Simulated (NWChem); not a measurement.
# SiH2OF (SMILES O[SiH]F): UCAM-B3LYP/def2-SVP

Aim: the electronic atomisation energy of SiH2OF at UCAM-B3LYP/def2-SVP, from 5 runs. 

The calculation is run with NWChem 7.3.0.

## Step 1: The system as given

The species is SiH2OF (5 atoms), meant as a doublet with charge 0. SMILES: `O[SiH]F`. The coordinates come from a PBE0-D4/def2-TZVP relaxation. This is one conformer, not always the lowest.

Bond lengths: O1–Si2 1.636 Å, Si2–F3 1.603 Å, O1–H4 0.959 Å, Si2–H5 1.490 Å. Angles: O1–Si2–F3 110.5°, O1–Si2–H5 105.3°, F3–Si2–H5 107.6°, Si2–O1–H4 119.2°.

## Step 2: A single-point energy at UCAM-B3LYP/def2-SVP (run 1)

mymol.nw reads:

```
echo
start mymol
title "FH2OSi CAM-B3LYP"
memory stack 880 mb heap 220 mb global 1100 mb

geometry noautosym nocenter noautoz
   O       -0.615200      -0.884600      -0.276300
   Si       0.283900       0.245700       0.493100
   F        0.207000       1.646500      -0.283100
   H       -1.564500      -0.765100      -0.338000
   H        1.688800      -0.242600       0.404400
end

basis spherical bse
   * library def2-SVP
end

dft
   xc xcamb88 1.00 lyp 0.81 vwn_5 0.19 hfexch 1.00
   cam 0.33 cam_alpha 0.19 cam_beta 0.46
   mult 2
   grid coarse
   convergence energy 1e-08
   direct
   iterations 100
   mulliken
   noprint "final vectors analysis"
end

task dft
```

Command:

```sh
$ nwchem mymol.nw > mymol.out
```

The program printed:

```text
[...]
          Wavefunction type:  spin polarized.
          No. of atoms     :     5
          No. of electrons :    33
[...]
          Charge           :     0
          Spin multiplicity:     2
[...]
          AO basis - number of functions:    56
[...]
              XC Information
              --------------
                     Hartree-Fock (Exact) Exchange  1.000
                   CAM-Becke88 Exchange Functional  1.000
                      VWN V Correlation Functional  0.190 local
              Lee-Yang-Parr Correlation Functional  0.810
[...]
 d= 0,ls=0.0,diis     1   -465.4526651194 -5.76D+02  9.78D-03  1.72D-01     0.5
[...]
 d= 0,ls=0.0,diis    11   -465.5303243769 -4.80D-09  3.87D-07  5.68D-11     5.2
[...]
         Total DFT energy =     -465.530324376918
      One electron energy =     -864.314775556398
           Coulomb energy =      329.400822647497
    Exchange-Corr. energy =      -40.753146354785
 Nuclear repulsion energy =      110.136774886767
[...]
      Total Density - Mulliken Population Analysis
     ---------------------------------------------
    Atom       Charge   Shell Charges
 -----------   ------   -------------------------------------------------------
    1 O    8     8.37   1.99  1.07  0.62  2.91  1.78  0.01
    2 Si  14    13.39   2.00  1.98  1.01  0.26  5.92  1.12  0.71  0.38
    3 F    9     9.33   1.99  1.12  0.79  3.36  2.07  0.01
    4 H    1     0.80   0.67  0.07  0.07
    5 H    1     1.11   0.73  0.37  0.01
[...]
      <S2> =      0.7518 (Exact =     0.7500)
[...]
```

Run time: 5.7 s. Hardware: 1 thread of AMD EPYC 9R45 (Zen 5), shared host; peak memory 0.11 GiB.

## Step 3: The F atom, same level (run 2)

f.nw reads:

```
start f
memory total 2200 mb

geometry noautosym nocenter noautoz
   F      0.000000     0.000000     0.000000
end

basis spherical bse
   * library def2-SVP
end

dft
   xc xcamb88 1.00 lyp 0.81 vwn_5 0.19 hfexch 1.00
   cam 0.33 cam_alpha 0.19 cam_beta 0.46
   mult 2
   grid coarse
   convergence energy 1e-08
   direct
   maxiter 100
   mulliken
   noprint "final vectors analysis"
end

task dft energy
```

Run the same way, it converges to -99.61657 Eh (log not shown).

Run 3 isn't shown in full; the table further down has it.

## Step 4: The O atom (run 4)

run.nw reads:

```
start run
title "O CAM-B3LYP"
memory 2200 mb

geometry noautosym nocenter noautoz
  O        0.000000       0.000000       0.000000
end

basis spherical bse
  * library def2-SVP
end

dft
  xc xcamb88 1.00 lyp 0.81 vwn_5 0.19 hfexch 1.00
  cam 0.33 cam_alpha 0.19 cam_beta 0.46
  mult 3
  grid coarse
  convergence energy 1e-08
  direct
  maxiter 100
  mulliken
  noprint "final vectors analysis"
end

task dft energy
```

Run the same way, it converges to -74.97731 Eh (log not shown).

## Step 5: The Si atom, same level (run 5)

job.nw reads:

```
start job
title "Si"
memory stack 880 mb heap 220 mb global 1100 mb

geometry units angstroms noautosym nocenter noautoz
Si       0.000000       0.000000       0.000000
end

basis "ao basis" spherical bse
* library def2-SVP
end

dft
xc xcamb88 1.00 lyp 0.81 vwn_5 0.19 hfexch 1.00
cam 0.33 cam_alpha 0.19 cam_beta 0.46
mult 3
grid coarse
convergence energy 1e-08
direct
iterations 100
mulliken
print low
end

task dft energy
```

Run the same way, it converges to -289.27834 Eh (log not shown).

## Step 6: The series

```tsv
run	partner	energy (Eh)	⟨S²⟩	wall time
1	base	-465.530324	0.752	5.7 s
2	atoms	-99.616573	0.751	0.6 s
3	atoms	-0.497895	0.750	0.54 s
4	atoms	-74.977305	2.002	0.58 s
5	atoms	-289.278345	2.003	0.64 s
```

## Step 7: Outcome

At UCAM-B3LYP/def2-SVP:

| quantity | value |
| --- | --- |
| Si atom: total energy | -289.27834 Eh |
| Si atom: ⟨S²⟩ | 2.003 |
| electronic atomisation energy | 18.022 eV |

What this shows: Taking the molecule apart into free atoms costs 18.02 eV (416 kcal/mol), before zero-point energy and without spin-orbit coupling. All runs together took 8.1 s, the longest 5.7 s.
